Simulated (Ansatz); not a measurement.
The same path of a periodic cell of 19 atoms, GeH2W8C8 (surface WC(001), adsorbate GeH2) was run twice with different band settings. Lost on the way: Ge17–H18. Made: C4–H18, C16–Ge17.

Level of theory: DFT PBE, scalar-relativistic, plane waves, PAW (Ansatz). Settings: PAW set soft_1, cutoff 420 eV, k mesh 4x4x1, gaussian smearing 0.05 eV, no spin polarisation.

Relaxed end points:

```xyz
19
Lattice="5.6955 0.0000 0.0000 -2.8478 4.9325 0.0000 0.0000 0.0000 16.1959" Properties=species:S:1:pos:R:3
W 0.000 0.000 1.000
C 1.426 0.821 2.343
W -0.006 0.009 3.890
C 1.415 0.827 5.059
W -1.424 2.466 1.000
C 0.002 3.292 2.342
W -1.438 2.475 3.851
C -0.033 3.298 5.148
W 2.848 0.000 1.000
C 4.269 0.819 2.342
W 2.848 0.000 3.906
C 4.247 0.846 5.148
W 1.424 2.466 1.000
C 2.841 3.292 2.327
W 1.413 2.467 3.890
C 2.836 3.295 5.025
Ge -0.858 2.140 6.531
H 0.331 1.454 7.255
H -1.963 2.777 7.394
```

```xyz
19
Lattice="5.6955 0.0000 0.0000 -2.8478 4.9325 0.0000 0.0000 0.0000 16.1959" Properties=species:S:1:pos:R:3
W 0.000 0.000 1.000
C 1.424 0.822 2.379
W -0.002 -0.001 3.905
C 1.423 0.823 5.210
W -1.424 2.466 1.000
C 0.009 3.294 2.336
W -1.424 2.467 3.787
C -0.005 3.287 5.159
W 2.848 0.000 1.000
C 4.272 0.811 2.336
W 2.850 -0.001 3.905
C 4.271 0.828 5.159
W 1.424 2.466 1.000
C 2.839 3.294 2.336
W 1.424 2.470 3.905
C 2.852 3.287 5.161
Ge -1.426 2.468 6.295
H 1.424 0.825 6.302
H -1.412 2.455 7.813
```

Common settings: optimiser quadratic models (default); force threshold 0.05 eV/Å; end points relaxed; atoms held 1, 5, 9, 13.

| run | movable images | climbing image | spring | start path | iteration limit |
| --- | --- | --- | --- | --- | --- |
| 1 | 5 | yes | 10.0 eV/Å² | IDPP | 47 |
| 2 | 4 | no | 5.0 eV/Å² | default | 50 |

Q: What does each run give, and how far can it be trusted?

A: Run 1: converged after 10 iterations, highest image 0.033 eV above the first end. By the program's own check the climbing image is a first-order saddle point (lowest curvatures found: -1.16 and 0.64 eV/Å²).
Run 2: converged after 7 iterations, highest image 0.032 eV above the first end. No image climbed, so the highest image needn't sit at the top of the path.
Limits of this set-up: coarse k mesh, thin slab, slab without dipole correction, no dispersion correction for a molecule that may bind weakly, a typed lattice constant that wasn't relaxed here.
